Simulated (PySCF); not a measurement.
# Aluminium: the same states on changed settings

Aim: see what changed settings do to total energies and their difference. The change: all electrons correlated in a basis built for the valence shell. A sound run of the same states serves as the yardstick.

The numbers are computed with PySCF 2.14.0 (unrestricted determinants in a Gaussian basis, no spin-orbit coupling in the energies), except any that are marked as measured or tabulated.

**1. The atom as given**

| Property | Result |
| --- | --- |
| Element | aluminium (Z = 13) |
| Basis | x2c-SVPall |
| Hamiltonian | the spin-free X2C one-electron Hamiltonian (Gaussian nucleus) |
| State 1 | Al: [Ne] 3s2 3p1, 2P determinant |
| State 2 | Al⁺: [Ne] 3s2, closed-shell 1S |
| Methods | MP2, CCSD(T) |
| Core shells frozen in the correlated runs | all electrons: nothing (for Al) |

Outer shells as boxes (Hund's rule):

Al [Ne] 3s2 3p1
```
[Ne] core
3s [↑↓]
3p [↑ ][  ][  ]
```

Al+ [Ne] 3s2
```
[Ne] core
3s [↑↓]
```

The sound run (x2c-SVPall, the spin-free X2C one-electron Hamiltonian (Gaussian nucleus), symmetry-adapted start, fine grid, valence correlation) gave:

```
species             method  energy (hartree)
     Al                UHF        -242.21896
     Al              M06-L        -242.69488
     Al             M06-2X        -242.70210
     Al      MP2 (valence)        -242.24801
     Al  CCSD(T) (valence)        -242.26305
    Al⁺                UHF        -242.01507
    Al⁺              M06-L        -242.48025
    Al⁺             M06-2X        -242.49036
    Al⁺      MP2 (valence)        -242.04050
    Al⁺  CCSD(T) (valence)        -242.05316
```

One driver process ran all states and methods and kept the integrals in memory. Each run is shown as a PySCF script that sums up its settings (the driver passes frozen orbitals as a list and adds second-order terms of double hybrids); the logs are those of the runs themselves. The driver starts from symmetry-adapted Hartree-Fock orbitals, holds the occupation by maximum overlap and uses a logarithmic radial grid for functionals, so a plain start would take other cycles.

It was started by

```
OMP_NUM_THREADS=1 python atomrun2.py TASK.json OUT
```

The integrals over 18 functions and the set-up took 0.01 s of CPU time.

**2. Changed run, Al: the ladder of methods**

Level: MP2 (all electrons).

Input file input.py:

```python
from pyscf import gto, scf, dft, mp, cc
import basis_set_exchange as bse
mol = gto.M(atom="Al 0 0 0", charge=0, spin=1, symmetry="D2h",
            basis=gto.basis.parse(bse.get_basis("x2c-SVPall", elements=["Al"], fmt="nwchem", header=False)),
            nucmod="G")
mf = scf.UHF(mol).sfx2c1e()
mf.irrep_nelec = {'Ag': (3, 3), 'B1u': (1, 1), 'B2u': (2, 1), 'B3u': (1, 1)}
mf.kernel()
mp.UMP2(mf, frozen=0).kernel()
```

The driver printed no log here.

It took 0.01 s on 1 thread of Neoverse-N1, shared host, the integrals not counted.

With 13 electrons correlated, the MP2 correlation energy is -0.03665 hartree (-0.00411 same spin, -0.03254 opposite spin); the SCS form gives -0.04042. Largest pairs of shells: 3s-3s -0.0183, 3s-3p -0.0107, 2p-2p -0.0045, 2p-3s -0.0017, 2s-2p -0.0008.

Level: CCSD(T) (all electrons).

Changes to input.py:

```diff
@@ -8,2 +8,3 @@
 mf.kernel()
-mp.UMP2(mf, frozen=0).kernel()
+mycc = cc.CCSD(mf, frozen=0).run()
+mycc.ccsd_t()
```

Output:

```text
CC2 = 0
CCSD nocc = (np.int64(7), np.int64(6)), nmo = (18, 18)
frozen orbitals [[], []]
max_cycle = 100
direct = 0
conv_tol = 1e-08
conv_tol_normt = 1e-06
diis_space = 8
diis_start_cycle = 0
Init t2, MP2 energy = -0.0366458473878639
Init E_corr(UCCSD) = -0.0366458473878868
cycle = 1  E_corr(UCCSD) = -0.045357073510803  dE = -0.00871122612  norm(t1,t2) = 0.0560467
cycle = 2  E_corr(UCCSD) = -0.0485076078353122  dE = -0.00315053432  norm(t1,t2) = 0.0247037
cycle = 3  E_corr(UCCSD) = -0.0508111626439225  dE = -0.00230355481  norm(t1,t2) = 0.0118115
cycle = 4  E_corr(UCCSD) = -0.050810284469994  dE = 8.78173928e-07  norm(t1,t2) = 0.00140348
cycle = 5  E_corr(UCCSD) = -0.0508206142476923  dE = -1.03297777e-05  norm(t1,t2) = 0.000229514
cycle = 6  E_corr(UCCSD) = -0.0508198936393393  dE = 7.20608353e-07  norm(t1,t2) = 5.15264e-05
cycle = 7  E_corr(UCCSD) = -0.0508189114075092  dE = 9.8223183e-07  norm(t1,t2) = 1.48016e-05
cycle = 8  E_corr(UCCSD) = -0.0508193155053939  dE = -4.04097885e-07  norm(t1,t2) = 4.06904e-06
cycle = 9  E_corr(UCCSD) = -0.0508192188390883  dE = 9.66663057e-08  norm(t1,t2) = 1.11798e-06
cycle = 10  E_corr(UCCSD) = -0.0508192164901952  dE = 2.34889311e-09  norm(t1,t2) = 3.02664e-07
UCCSD converged
E(UCCSD) = -242.2697772206736  E_corr = -0.05081921649019518
UCCSD(T) correction = -0.000847566291127306
```

It took 0.3 s on 1 thread of Neoverse-N1, shared host, the integrals not counted.

CCSD correlation -0.05082 hartree, triples -0.00085; total -242.270625. T1 = 0.006, largest double amplitude 0.115.

**3. Changed run, Al⁺, method by method**

Level: MP2 (all electrons).

Input file input.py:

```python
from pyscf import gto, scf, dft, mp, cc
import basis_set_exchange as bse
mol = gto.M(atom="Al 0 0 0", charge=1, spin=0, symmetry="D2h",
            basis=gto.basis.parse(bse.get_basis("x2c-SVPall", elements=["Al"], fmt="nwchem", header=False)),
            nucmod="G")
mf = scf.UHF(mol).sfx2c1e()
mf.irrep_nelec = {'Ag': (3, 3), 'B1u': (1, 1), 'B2u': (1, 1), 'B3u': (1, 1)}
mf.kernel()
mp.UMP2(mf, frozen=0).kernel()
```

This step left no log, only its results.

It took 0.01 s on 1 thread of Neoverse-N1, shared host, the integrals not counted.

With 12 electrons correlated, the MP2 correlation energy is -0.03307 hartree (-0.00235 same spin, -0.03072 opposite spin); the SCS form gives -0.03765. Largest pairs of shells: 3s-3s -0.0254, 2p-2p -0.0049, 2p-3s -0.0020, 2s-2p -0.0006, 2s-3s -0.0001.

Level: CCSD(T) (all electrons).

Changes to input.py:

```diff
@@ -8,2 +8,3 @@
 mf.kernel()
-mp.UMP2(mf, frozen=0).kernel()
+mycc = cc.CCSD(mf, frozen=0).run()
+mycc.ccsd_t()
```

Output:

```text
CC2 = 0
CCSD nocc = 6, nmo = 18
frozen orbitals []
max_cycle = 100
direct = 0
conv_tol = 1e-08
conv_tol_normt = 1e-06
diis_space = 8
diis_start_cycle = 0
Init t2, MP2 energy = -242.048146947074  E_corr(MP2) -0.033072399817199
Init E_corr(CCSD) = -0.033072399817199
cycle = 1  E_corr(CCSD) = -0.0404596019831223  dE = -0.00738720217  norm(t1,t2) = 0.0498237
cycle = 2  E_corr(CCSD) = -0.0432319588729526  dE = -0.00277235689  norm(t1,t2) = 0.0224893
cycle = 3  E_corr(CCSD) = -0.0454678662466666  dE = -0.00223590737  norm(t1,t2) = 0.0108866
cycle = 4  E_corr(CCSD) = -0.045471605891516  dE = -3.73964485e-06  norm(t1,t2) = 0.000513068
cycle = 5  E_corr(CCSD) = -0.0454746012978212  dE = -2.99540631e-06  norm(t1,t2) = 5.80134e-05
cycle = 6  E_corr(CCSD) = -0.0454744041745504  dE = 1.97123271e-07  norm(t1,t2) = 8.84826e-06
cycle = 7  E_corr(CCSD) = -0.0454740763015307  dE = 3.2787302e-07  norm(t1,t2) = 1.95755e-06
cycle = 8  E_corr(CCSD) = -0.045474135692464  dE = -5.93909333e-08  norm(t1,t2) = 4.5695e-07
cycle = 9  E_corr(CCSD) = -0.0454741405839605  dE = -4.89149646e-09  norm(t1,t2) = 5.26158e-08
CCSD converged
E(CCSD) = -242.0605486878403  E_corr = -0.04547414058396051
CCSD(T) correction = -0.000308192876802162
```

It took 0.11 s on 1 thread of Neoverse-N1, shared host, the integrals not counted.

CCSD correlation -0.04547 hartree, triples -0.00031; total -242.060857. T1 = 0.004, largest double amplitude 0.115.

**4. Against the sound run**

```
species                   method  converged  energy less sound run (eV)
     Al      MP2 (all electrons)        yes                     -0.2066
     Al  CCSD(T) (all electrons)        yes                     -0.2061
    Al⁺      MP2 (all electrons)        yes                     -0.2080
    Al⁺  CCSD(T) (all electrons)        yes                     -0.2095
```

Ionisation energy of Al:

```
 method  sound run (eV)  changed run (eV)  shift (eV)
    UHF           5.548             5.548      +0.000
    MP2           5.647             5.645      -0.001
SCS-MP2           5.626             5.623      -0.002
   CCSD           5.696             5.693      -0.002
CCSD(T)           5.711             5.708      -0.003
```

**5. Outcome**

```
                                 quantity                                                            value
                                   change  all electrons correlated in a basis built for the valence shell
                           runs converged                                                           4 of 4
largest shift of a converged total energy                                                         0.210 eV
   largest shift of the ionisation energy                                              -0.003 eV (CCSD(T))
```

In words: The difference hardly moves. A valence basis has no tight correlating functions, so it recovers only part of the core correlation, and not evenly between atom and ion.
